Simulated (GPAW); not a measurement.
WAu:

```
W Au
1.0
     0.00000    2.90921    2.90921
     2.90921    0.00000    2.90921
     2.90921    2.90921    0.00000
W Au
1 1
Direct
  0.00000 0.00000 0.00000
  0.75000 0.75000 0.75000
```

The cell was built by a generator and needn't be a form met in nature.

Base run:

* Program: GPAW 26.7.0
* Functional: AM05
* Potentials or basis: PAW data sets generated in the run's folder for this functional
* Cutoff: 600 eV
* Basis: pw
* k mesh: 8 × 8 × 8
* Occupations: fermi-dirac, width 0.05 eV
* Spin: no spin polarisation

Its results: band gap on the k mesh none (metal or under the smearing width); pressure -4.1 GPa.

Question: After a change of settings the same cell gave: band gap on the k mesh none (metal or under the smearing width); pressure 0.5 GPa. Which change was it?
A. functional from AM05 to r2SCAN; potentials or basis from PAW data sets generated in the run's folder for this functional to GPAW PAW data sets (gpaw-data 1.2.1)
B. functional from AM05 to LDA; potentials or basis from PAW data sets generated in the run's folder for this functional to the program's PAW data sets (release 1.2.1) made for this functional
C. functional from AM05 to BLYP
D. functional from AM05 to PW91

Answer: D.

PW91 binds less tightly than AM05, so the same cell stands under more pressure.

Caveats: with this Au data set, volumes or pressures lay over 1.5 % or 2 GPa off other programs in two to four cells of ten.
